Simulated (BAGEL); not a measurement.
# BClF2 (chlorodifluoroborane) at HF/6-31G(d) (density fitting with qzvpp-jkfit, spherical functions)

What is the vertical singlet–triplet gap of BClF2 (chlorodifluoroborane) at HF/6-31G* (density fitting with qzvpp-jkfit, spherical functions)? 

Program for the calculation: BAGEL 1.2.2.

2 further runs of the same task are left out: 2 set aside as unsound or not needed. Runs told in other sessions of the task aren't counted.

### 1 Starting point

BClF2: 4 atoms, total charge 0, spin state singlet. As SMILES, `FB(F)Cl`. The shape is that of a PBE0-D4/def2-TZVP optimisation.

Bond lengths: F1–B2 1.310 Å, B2–F3 1.310 Å, B2–Cl4 1.740 Å. Angles: F1–B2–F3 119.0°, F1–B2–Cl4 120.5°, F3–B2–Cl4 120.5°.

### 2 The energy at HF/6-31G(d) (density fitting with qzvpp-jkfit, spherical functions)

Contents of calc.json:

```json
{ "bagel" : [

{
  "title" : "molecule",
  "basis" : "6-31gs.json",
  "df_basis" : "qzvpp-jkfit",
  "angstrom" : true,
  "geometry" : [
    { "atom" : "F", "xyz" : [   -0.173700,   -1.254300,   -0.546300 ] },
    { "atom" : "B", "xyz" : [   -0.067100,   -0.041300,   -0.062000 ] },
    { "atom" : "F", "xyz" : [   -1.011600,    0.830100,   -0.317700 ] },
    { "atom" : "Cl", "xyz" : [    1.307900,    0.405300,    0.905700 ] }
  ]
},
{
  "title" : "hf"
},
{
  "title" : "print",
  "file" : "orbitals.molden",
  "orbitals" : true
}

]}
```

The basis set 6-31G* is read from a file made from the Basis Set Exchange's data (not shown).

The run is started by

```sh
$ BAGEL_NUM_THREADS=1 BAGEL calc.json > calc.out
```

The log of the run:

```text
* using 1 threads per process

  ===============================================================
  ===============================================================

  *** Geometry ***

  { "atom" : "F", "xyz" : [     -0.328245,     -2.370283,     -1.032357 ] },
  { "atom" : "B", "xyz" : [     -0.126801,     -0.078046,     -0.117163 ] },
  { "atom" : "F", "xyz" : [     -1.911647,      1.568662,     -0.600366 ] },
  { "atom" : "Cl", "xyz" : [      2.471573,      0.765906,      1.711525 ] },

  Number of auxiliary basis functions:      357

  Since a DF basis is specified, we compute 2- and 3-index integrals:
    o Being stored without compression. Storage requirement is 0.010 GB

  Number of basis functions:       60
  Number of electrons      :       40

    * METHOD: MOLECULE                             0.09

  *** RHF ***

  === Nuclear Repulsion ===
   142.1363007535

      * DIIS with orbital gradients will be used.

  === RHF iteration (6-31gs.json) ===
      0       -683.04982866          0.02508389           0.02
      1       -683.15607699          0.01576369           0.02
      2       -683.20805478          0.00111013           0.02
      3       -683.20857675          0.00013782           0.02
      4       -683.20858867          0.00004853           0.02
      5       -683.20858992          0.00001115           0.02
      6       -683.20858999          0.00000315           0.02
      7       -683.20858999          0.00000087           0.02
      8       -683.20858999          0.00000024           0.02
      9       -683.20858999          0.00000008           0.02
     10       -683.20858999          0.00000003           0.02
     11       -683.20858999          0.00000001           0.02
    * SCF iteration converged.

    * Permanent dipole moment:
           (    0.014802,     0.004473,     0.010183) a.u.

    * METHOD: HF                                   0.31

    * METHOD: PRINT                                0.01

  ===============================================================
```

Run time: 0.56 s. Hardware: 1 thread of Arm Neoverse V2, shared host.

### 3 The triplet at the same level

Contents of input.json:

```json
{ "bagel": [

{
  "title": "molecule",
  "basis": "6-31gs.json",
  "df_basis": "qzvpp-jkfit",
  "angstrom": true,
  "geometry": [
    { "atom": "F", "xyz": [      -0.173700,      -1.254300,      -0.546300 ] },
    { "atom": "B", "xyz": [      -0.067100,      -0.041300,      -0.062000 ] },
    { "atom": "F", "xyz": [      -1.011600,       0.830100,      -0.317700 ] },
    { "atom": "Cl", "xyz": [       1.307900,       0.405300,       0.905700 ] }
  ]
},

{
  "title": "uhf",
  "nopen": 2
},

{
  "title": "print",
  "file": "orbitals.molden",
  "orbitals": true
}

]}
```

The basis set 6-31G* is read from a file made from the Basis Set Exchange's data (not shown).

The run is started by

```sh
$ BAGEL_NUM_THREADS=1 BAGEL input.json > input.out
```

The log of the run:

```text
* using 1 threads per process

  ===============================================================
  ===============================================================

  *** Geometry ***

  { "atom" : "F", "xyz" : [     -0.328245,     -2.370283,     -1.032357 ] },
  { "atom" : "B", "xyz" : [     -0.126801,     -0.078046,     -0.117163 ] },
  { "atom" : "F", "xyz" : [     -1.911647,      1.568662,     -0.600366 ] },
  { "atom" : "Cl", "xyz" : [      2.471573,      0.765906,      1.711525 ] },

  Number of auxiliary basis functions:      357

  Since a DF basis is specified, we compute 2- and 3-index integrals:
    o Being stored without compression. Storage requirement is 0.010 GB

  Number of basis functions:       60
  Number of electrons      :       40

    * METHOD: MOLECULE                             0.09

  *** Open-shell HF ***

  === Nuclear Repulsion ===
   142.1363007535

      * DIIS with orbital gradients will be used.

  === UHF iteration (6-31gs.json) ===
      0       -682.69545558          0.05017651           0.04
      1       -682.83288437          0.03136283           0.04
      2       -682.87544973          0.01861934           0.04
      3       -682.89699795          0.00099888           0.04
      4       -682.89742356          0.00026370           0.04
      5       -682.89747746          0.00011407           0.04
      6       -682.89749157          0.00002240           0.04
      7       -682.89749275          0.00001067           0.04
      8       -682.89749303          0.00000780           0.04
      9       -682.89749314          0.00000667           0.04
     10       -682.89749323          0.00000526           0.04
     11       -682.89749328          0.00000338           0.04
     12       -682.89749333          0.00000197           0.04
     13       -682.89749335          0.00000053           0.05
     14       -682.89749335          0.00000016           0.05
     15       -682.89749335          0.00000007           0.05
     16       -682.89749335          0.00000003           0.05
     17       -682.89749335          0.00000001           0.05
     18       -682.89749335          0.00000001           0.05
    * SCF iteration converged.

    * S^2 (UHF) is 2.0129

    * Permanent dipole moment:
           (   -1.632380,    -0.530619,    -1.148307) a.u.

    * METHOD: UHF                                  0.95

    * METHOD: PRINT                                0.01

  ===============================================================
```

Run time: 1.2 s. Hardware: 1 thread of Arm Neoverse V2, shared host.

### 4 What came out

Level: HF/6-31G* (density fitting with qzvpp-jkfit, spherical functions).

```
                                        quantity          value
                           singlet: total energy  -683.20859 Eh
                          singlet: dipole moment         0.05 D
                            singlet: HOMO energy      -13.40 eV
                            singlet: LUMO energy        4.29 eV
                          singlet: HOMO–LUMO gap       17.69 eV
                           triplet: total energy  -682.89749 Eh
                          triplet: dipole moment         5.25 D
                                   triplet: ⟨S²⟩          2.013
vertical energy of the triplet above the singlet       8.465 eV
```

At this shape the triplet lies 8.47 eV (195 kcal/mol) above the singlet.
